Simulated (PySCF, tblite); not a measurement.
# C21H11N: electronic excitations, NMR shifts, part 2 of 2

tblite 0.8.0 and PySCF 2.14.0. Atoms count from 0.

## 5. NMR shifts: GIAO KT3/pcSseg-1

What the job is given:

```
{"job": {"kind": "nmr", "xc": "KT3", "basis": "pcSseg-1", "pop": false}, "charge": 0, "multiplicity": 1}
N      4.620797     3.839179     0.343958
C      3.901649     2.946844     0.310305
C      3.024190     1.838872     0.268883
C      3.533477     0.559824     0.290893
C      2.661633    -0.540686     0.249187
C      3.176567    -1.852159     0.270889
C      2.328374    -2.922748     0.229528
C      0.949572    -2.724734     0.166429
C      0.390151    -1.457822     0.142375
C     -1.051582    -1.247516     0.076092
C     -1.946946    -2.302610     0.031838
C     -3.324334    -2.096293    -0.031418
C     -3.830198    -0.826677    -0.052104
C     -2.963952     0.283197    -0.010253
C     -3.479085     1.593751    -0.032390
C     -2.634236     2.667383     0.009593
C     -1.254599     2.474374     0.072568
C     -0.695316     1.208192     0.096330
C      0.747151     0.997681     0.162196
C      1.637962     2.053189     0.205199
C      1.255483    -0.331591     0.184227
C     -1.558676     0.079878     0.055074
H      4.599855     0.395466     0.340612
H      4.245969    -1.992497     0.319303
H      2.717045    -3.930426     0.245799
H      0.322811    -3.600873     0.136433
H     -1.596324    -3.321730     0.046935
H     -3.984502    -2.950281    -0.063488
H     -4.895583    -0.656141    -0.101214
H     -4.548857     1.733496    -0.080645
H     -3.024990     3.674014    -0.007135
H     -0.631064     3.352910     0.102818
H      1.297394     3.075629     0.190120
```

With the program's defaults for keys left out, this is: GIAO KT3/pcSseg-1 NMR shielding, non-relativistic, gas phase.

The log of the run:

```text
start: PBE on a coarse grid of 28977 points
cycle   1  E = -860.1302582767  dE =  3.905e+00  |g| = 7.746e-01  |ddm| = 8.964e+00
cycle   2  E = -859.8394124458  dE =  2.908e-01  |g| = 1.347e+00  |ddm| = 3.925e+00
cycle   3  E = -860.1878849642  dE = -3.485e-01  |g| = 6.586e-01  |ddm| = 2.395e+00
cycle   4  E = -860.2948158327  dE = -1.069e-01  |g| = 8.797e-02  |ddm| = 8.567e-01
cycle   5  E = -860.2958278974  dE = -1.012e-03  |g| = 5.951e-02  |ddm| = 2.257e-01
cycle   6  E = -860.2967267035  dE = -8.988e-04  |g| = 2.413e-02  |ddm| = 1.151e-01
cycle   7  E = -860.2969039350  dE = -1.772e-04  |g| = 7.695e-03  |ddm| = 4.358e-02
final grid: 272255 points
cycle   8  E = -875.8187656164  dE = -4.998e-02  |g| = 5.420e-02  |ddm| = 2.155e+00
cycle   9  E = -875.8147589088  dE =  4.007e-03  |g| = 1.391e-01  |ddm| = 2.240e-01
cycle  10  E = -875.8192867695  dE = -4.528e-03  |g| = 2.593e-02  |ddm| = 1.574e-01
cycle  11  E = -875.8194208262  dE = -1.341e-04  |g| = 1.112e-02  |ddm| = 4.286e-02
cycle  12  E = -875.8194569293  dE = -3.610e-05  |g| = 4.641e-03  |ddm| = 2.159e-02
cycle  13  E = -875.8194635275  dE = -6.598e-06  |g| = 1.628e-03  |ddm| = 8.003e-03
cycle  14  E = -875.8194645255  dE = -9.980e-07  |g| = 4.959e-04  |ddm| = 2.512e-03
cycle  15  E = -875.8194660887  dE = -1.563e-06  |g| = 2.240e-04  |ddm| = 1.106e-03
cycle  16  E = -875.8194637986  dE =  2.290e-06  |g| = 8.465e-05  |ddm| = 7.309e-04
converged SCF energy = -875.8194637986

GIAO shielding tensors (ppm)
atom      isotropic    diamagn.    paramagn.     s11        s22        s33       span
  0 N      -23.993     341.386    -365.379   -164.572   -148.441    241.035    405.607
  1 C       70.838     257.455    -186.617    -44.506    -28.255    285.275    329.781
  2 C       79.389     255.706    -176.317     -9.042     84.012    163.198    172.241
  3 C       56.756     243.274    -186.518    -30.659     50.158    150.769    181.428
  4 C       57.780     250.248    -192.468     -7.684     -0.586    181.610    189.294
  5 C       62.413     246.247    -183.835    -25.376     57.497    155.116    180.492
  6 C       62.821     253.125    -190.304    -36.064     54.258    170.267    206.331
  7 C       69.514     244.541    -175.027    -19.764     55.414    172.893    192.657
  8 C       59.685     247.627    -187.942    -16.977     29.147    166.884    183.861
  9 C       61.079     247.729    -186.651    -16.113     31.760    167.589    183.702
 10 C       70.349     243.731    -173.382    -19.328     57.172    173.201    192.529
 11 C       63.802     252.673    -188.872    -34.425     55.703    170.127    204.552
 12 C       61.201     246.406    -185.206    -26.919     55.787    154.734    181.652
 13 C       57.632     250.726    -193.094     -7.230     -2.831    182.956    190.186
 14 C       60.708     247.155    -186.447    -27.594     54.847    154.872    182.466
 15 C       63.742     252.595    -188.853    -34.550     55.480    170.297    204.848
 16 C       69.857     245.503    -175.645    -19.882     56.241    173.212    193.094
 17 C       61.762     248.007    -186.245    -15.457     32.990    167.753    183.210
 18 C       58.833     247.067    -188.234    -17.477     28.079    165.899    183.377
 19 C       69.090     247.444    -178.354    -14.807     55.064    167.012    181.819
 20 C       63.612     244.560    -180.948      2.360      6.345    182.132    179.773
 21 C       64.509     245.101    -180.591      4.748      5.488    183.291    178.543
 22 H       24.036      31.530      -7.494     19.606     23.834     28.668      9.062
 23 H       24.301      31.385      -7.085     19.874     24.899     28.129      8.255
 24 H       24.221      28.371      -4.150     20.126     25.628     26.908      6.782
 25 H       23.499      37.624     -14.125     16.975     24.481     29.040     12.064
 26 H       23.532      37.635     -14.103     17.023     24.463     29.112     12.089
 27 H       24.254      28.246      -3.993     20.090     25.741     26.930      6.840
 28 H       24.221      31.572      -7.351     19.875     24.994     27.794      7.919
 29 H       24.201      31.772      -7.571     19.853     24.974     27.775      7.922
 30 H       24.226      28.738      -4.512     20.021     25.629     27.028      7.007
 31 H       23.554      37.818     -14.264     17.005     24.376     29.281     12.276
 32 H       23.563      38.228     -14.665     16.896     23.648     30.146     13.250
```

Run time: 50 s. Hardware: 1 thread of Intel Xeon at 2.60GHz, shared host; peak memory 0.67 GiB.

Shifts follow as δ = σ(reference) − σ, with reference shieldings (ppm) from runs at the same level and on the same kind of geometry: 1H TMS 31.76, 13C TMS 184.7, 15N NH3 264.4. The references are single molecules in the gas phase, so shifts against H2O, NH3, PH3, H3PO4 or CFCl3 are not on the usual liquid scales and can be off by tens of ppm.

| atoms | environment | σ (ppm) | δ (ppm) |
| --- | --- | --- | --- |
| C3 | aromatic CH | 56.8 | 128.0 |
| C13 | ring-fusion aromatic carbon | 57.6 | 127.1 |
| C4 | ring-fusion aromatic carbon | 57.8 | 126.9 |
| C18 | ring-fusion aromatic carbon | 58.8 | 125.9 |
| C8 | ring-fusion aromatic carbon | 59.7 | 125.0 |
| C14 | aromatic CH | 60.7 | 124.0 |
| C9 | ring-fusion aromatic carbon | 61.1 | 123.6 |
| C12 | aromatic CH | 61.2 | 123.5 |
| C17 | ring-fusion aromatic carbon | 61.8 | 123.0 |
| C5 | aromatic CH | 62.4 | 122.3 |
| C6 | aromatic CH | 62.8 | 121.9 |
| C20 | ring-fusion aromatic carbon | 63.6 | 121.1 |
| C15 | aromatic CH | 63.7 | 121.0 |
| C11 | aromatic CH | 63.8 | 120.9 |
| C21 | ring-fusion aromatic carbon | 64.5 | 120.2 |
| C19 | aromatic CH | 69.1 | 115.6 |
| C7 | aromatic CH | 69.5 | 115.2 |
| C16 | aromatic CH | 69.9 | 114.9 |
| C10 | aromatic CH | 70.3 | 114.4 |
| C1 | nitrile carbon | 70.8 | 113.9 |
| C2 | substituted aromatic carbon | 79.4 | 105.3 |
| H25 | hydrogen on an aromatic CH | 23.50 | 8.26 |
| H26 | hydrogen on an aromatic CH | 23.53 | 8.23 |
| H31 | hydrogen on an aromatic CH | 23.55 | 8.21 |
| H32 | hydrogen on an aromatic CH | 23.56 | 8.20 |
| H22 | hydrogen on an aromatic CH | 24.04 | 7.72 |
| H29 | hydrogen on an aromatic CH | 24.20 | 7.56 |
| H24 | hydrogen on an aromatic CH | 24.22 | 7.54 |
| H28 | hydrogen on an aromatic CH | 24.22 | 7.54 |
| H30 | hydrogen on an aromatic CH | 24.23 | 7.53 |
| H27 | hydrogen on an aromatic CH | 24.25 | 7.51 |
| H23 | hydrogen on an aromatic CH | 24.30 | 7.46 |
| N0 | nitrile nitrogen | -24.0 | 288.4 |

Ring of atoms C2, C3, C4, C18, C19, C20: NICS(0) -5.8, NICS(1) -8.4, NICS(1)zz -17.9 ppm (means of both faces).

Ring of atoms C4, C5, C6, C7, C8, C20: NICS(0) -5.6, NICS(1) -8.8, NICS(1)zz -19.6 ppm (means of both faces).

Ring of atoms C8, C9, C17, C18, C20, C21: NICS(0) 7.6, NICS(1) 1.7, NICS(1)zz 13.3 ppm (means of both faces).

## 6. Results

This closing draws on all 2 parts.

| quantity | value |
| --- | --- |
| strongest single infrared mode (GFN2-xTB) | 2376 cm⁻¹, 362 km/mol |
| zero-point energy (GFN2-xTB) | 153.3 kcal/mol |
| lowest singlet (PBE0/def2-SVP) | 2.90 eV (428 nm), f = 0.364 |
| lowest triplet | 1.75 eV |
| surface potential, 1st and 99th percentile | -1.77 V and 1.27 V |
| 13C shifts against TMS (KT3/pcSseg-1) | 128.0, 127.1, 126.9, 125.9, 125.0, 124.0, 123.6, 123.5, 123.0, 122.3, 121.9, 121.1, 121.0, 120.9 ppm and more |
| 1H shifts against TMS (KT3/pcSseg-1) | 8.26, 8.23, 8.21, 8.20, 7.72, 7.56, 7.54, 7.54, 7.53, 7.51, 7.46 ppm |
| 15N shifts against NH3 (KT3/pcSseg-1) | 288.4 ppm |

What this shows: The lowest mode is slightly imaginary (4i cm⁻¹), a soft motion within the noise of the Hessian, so the minimum is not strictly shown. The strongest single mode, at 2376 cm⁻¹, moves mainly C1 and N0. Unscaled tight-binding wavenumbers are off by several per cent, some by more. Its intensities can rank the bands wrongly. The first singlet state (HOMO→LUMO 0.98) lies at 2.90 eV and is bright. State 1 absorbs in the visible (428 nm). The lowest triplet lies 1.15 eV below the lowest singlet (triplets in Tamm-Dancoff, singlets in full TDDFT). At PBE0/def2-SVP, counted by nearest atom on the grid, the HOMO lies on 7 C atoms about 8 % each; C9, C16, C17 about 6 % each, the LUMO on C3, C5 about 9 % each; 6 C atoms about 7 % each. At KT3/pcSseg-1: Shielding is most anisotropic at N0 (span 406 ppm, paramagnetic term -365 ppm). NICS(1)zz of -18 ppm above the planar ring from C2 marks a diatropic (aromatic) ring current. NICS(1)zz of -20 ppm above the planar ring from C4 marks a diatropic (aromatic) ring current.
